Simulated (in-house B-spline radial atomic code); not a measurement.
**Pd⁷⁺: ionisation energy by several methods**

Aim: the ionisation energy of Pd⁷⁺ by several methods, each as the difference of two self-consistent energies (Pd⁷⁺ and the next ion, [Kr] 4d2).

Program: in-house B-spline radial atomic code version 1. Level of theory: scalar-relativistic (X2C), several functionals, spin-polarised, exact exchange averaged over the configuration; spherical all-electron atom at the radial basis limit. These are calculated values, not measurements, unless marked.

## 1. The atom as given

| Quantity | Value |
| --- | --- |
| element | palladium (Z = 46) |
| charge | +7 |
| electrons | 39 |
| configuration | [Kr] 4d3 |
| nucleus | Fermi, rms radius 4.532 fm |

The outer shells:

[Kr] 4d3
```
[Kr] core
4d [↑ ][↑ ][↑ ][  ][  ]
```

Where spins are not typed, each open shell is filled with up spins first.

## 2. M06-2X

Settings, as recorded:

```ini
Z = 46
electrons = 39.0
configuration = [Kr] 4d3
hamiltonian = x2c
method = m062x
spin_polarised = True
nucleus = fermi
rms_radius = 4.5318
mass_number = 106
atomic_mass = 105.903480287
speed_of_light = 137.035999084
exact_exchange = averaged over the configuration
```

Started as:

```bash
$ python run_scf.py task.json out
```

The settings of every run stand in task.json; they run in order.

## 3. ωB97X

Settings: those of step 2 with these lines changed.

```diff
@@ -4,3 +4,3 @@
 hamiltonian = x2c
-method = m062x
+method = wb97x
 spin_polarised = True
```

## 4. TPSSh

Settings: those of step 3 with these lines changed.

```diff
@@ -4,3 +4,3 @@
 hamiltonian = x2c
-method = wb97x
+method = tpssh
 spin_polarised = True
```

## 5. CAM-B3LYP

Settings: those of step 4 with these lines changed.

```diff
@@ -4,3 +4,3 @@
 hamiltonian = x2c
-method = tpssh
+method = camb3lyp
 spin_polarised = True
```

## 6. LC-ωPBE

Settings: those of step 5 with these lines changed.

```diff
@@ -4,3 +4,3 @@
 hamiltonian = x2c
-method = camb3lyp
+method = lc_wpbe
 spin_polarised = True
```

## 7. BHandHLYP

Settings: those of step 6 with these lines changed.

```diff
@@ -4,3 +4,3 @@
 hamiltonian = x2c
-method = lc_wpbe
+method = bhandhlyp
 spin_polarised = True
```

Before running: The tabulated ionisation energy is 120 ± 2.1 eV (tabulated theoretical; NIST Atomic Spectra Database). What does each method give, and which comes nearest?

The runs gave:

| method | rung | total energy (hartree) | ΔSCF (eV) | −ε highest (eV) | ΔSCF less tabulated (eV) |
| --- | --- | --- | --- | --- | --- |
| M06-2X | global hybrid | -5032.5876 | 121.15 | 117.09 (4d up) | +1.15 |
| TPSSh | global hybrid | -5031.9515 | 121.42 | 112.95 (4d up) | +1.42 |
| BHandHLYP | global hybrid | -5032.1702 | 121.29 | 116.88 (4d up) | +1.29 |
| ωB97X | range-separated hybrid | -5032.3374 | 121.16 | 116.82 (4d up) | +1.16 |
| CAM-B3LYP | range-separated hybrid | -5032.4058 | 121.38 | 115.90 (4d up) | +1.38 |
| LC-ωPBE | range-separated hybrid | -5031.7184 | 121.50 | 117.33 (4d up) | +1.50 |

**Reading.** Against the tabulated ionisation energy, 120 ± 2.1 eV (tabulated theoretical; NIST Atomic Spectra Database), the best here is M06-2X (+1.15 eV) and the worst LC-ωPBE (+1.50 eV, or 1.3 %). The table's own uncertainty is as large as these misses, so the order means little. All methods miss on the same side by much the same amount, which points to something that they share. Relativistic terms that these runs lack can be as large as the gaps between close methods, so the nearest may be so by luck. Spin-orbit coupling is left out. Open shells are averaged (over orientations, and over spins where the run is restricted), while tables refer to the lowest levels.
